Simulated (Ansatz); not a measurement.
# CdSe: the band gap up the ladder of functionals

An exercise on one series of results from a longer session: the logs are not shown, and one member is left open.

Code: Ansatz 0.2.0. PAW datasets, plane waves. The cell comes from a prototype generator: it can be a known phase or a hypothetical one. Spin polarisation is off.

## The cell

The cell was relaxed beforehand with r2SCAN.

Space group P6_3mc (No. 186), hexagonal; conventional cell a = 4.339 Å, c = 14.159 Å, 28.86 Å³ an atom. Near Cd stand 4 Se at 2.65–2.66 Å; near Cd stand 4 Se at 2.66 Å; near Se stand 4 Cd at 2.66 Å; near Se stand 4 Cd at 2.65–2.66 Å.

The structure in full:

```
CELL_PARAMETERS angstrom
4.33928 0.00000 0.00000
-2.16964 3.75793 0.00000
0.00000 0.00000 14.15870
ATOMIC_POSITIONS crystal
Cd 0.00000 0.00000 0.99980
Cd 0.33333 0.66667 0.24996
Cd 0.00000 0.00000 0.49980
Cd 0.66667 0.33333 0.74996
Se 0.00000 0.00000 0.18750
Se 0.33333 0.66667 0.43774
Se 0.00000 0.00000 0.68750
Se 0.66667 0.33333 0.93774
```

Set-up of the first run:

Contents of input.yaml:

```yaml
crystal:
  lattice:
    - [4.3392846051, 0.0, 0.0]
    - [-2.1696423025, 3.7579307022, 0.0]
    - [0.0, 0.0, 14.1586989053]
  atoms:
    - { symbol: Cd, position: [0.0, 0.0, -0.0002015634] }
    - { symbol: Cd, position: [0.3333333333, 0.6666666667, 0.2499621344] }
    - { symbol: Cd, position: [0.0, 0.0, 0.4997984366] }
    - { symbol: Cd, position: [0.6666666667, 0.3333333333, 0.7499621344] }
    - { symbol: Se, position: [0.0, 0.0, 0.1874999881] }
    - { symbol: Se, position: [0.3333333333, 0.6666666667, 0.4377394408] }
    - { symbol: Se, position: [0.0, 0.0, 0.6874999881] }
    - { symbol: Se, position: [0.6666666667, 0.3333333333, 0.9377394408] }
kpoints:
  mp_grid: { grid: [12, 12, 2] }
  band_path:
    path:
      - [[0.0, 0.0, 0.0], [0.5, 4.585024609711e-18, 1.65452551732e-34], [0.3333333333333, 0.3333333333333, 5.772892016712e-35], [0.0, 0.0, 0.0], [5.729313423788e-52, -4.686414332997e-52, 0.5], [0.5, 4.585024609711e-18, 0.5], [0.3333333333333, 0.3333333333333, 0.5], [5.729313423788e-52, -4.686414332997e-52, 0.5]]
      - [[0.5, 4.585024609711e-18, 0.5], [0.5, 4.585024609711e-18, 1.65452551732e-34]]
      - [[0.3333333333333, 0.3333333333333, 0.5], [0.3333333333333, 0.3333333333333, 5.772892016712e-35]]
    npoints: 10
hamiltonian:
  xc: pbe
scf:
  occupations: { method: fermi_dirac, width: 0.02 }
  n_extra_bands: 6
output:
  forces: true
  stress: true
  eigenvalues: true
```

Started as:

```console
> ansatz run input.yaml --threads 2 --pin off --max-ram 20275MiB --backend cpu --events-out ev --progress --plain --runs-dir out
```

Steps of the session up to this table: Band structure with PBE; r2SCAN; HSE06; Single point with PBE+SOC; PBE0.

One of the session's tables, all rows but one given; the rest of the session is left out.

```
  level  gap (eV)
    PBE      0.58
 r2SCAN      1.07
  HSE06      1.51
PBE+SOC         ?
   PBE0      2.11
```

**Question.** Estimate the row for PBE+SOC.

The run gave: gap (eV): 0.47. In the column «gap (eV)» it is the lowest.

Meshes: PBE 12×12×2, r2SCAN 12×12×2, HSE06 6×6×2, PBE+SOC 12×12×2, PBE0 6×6×2

What this shows: PBE+SOC gives the least gap, 0.47 eV, and PBE0 the largest, 2.11 eV. Against HSE06, PBE is short by 0.93 eV, at 39 % of it, and r2SCAN 71 %. PBE0 lies 0.59 eV above HSE06, which differs from it by screening the long-range exchange.

Limits of these values: Warnings in the runs' records: stress exchange threshold loose, stress scf threshold loose.
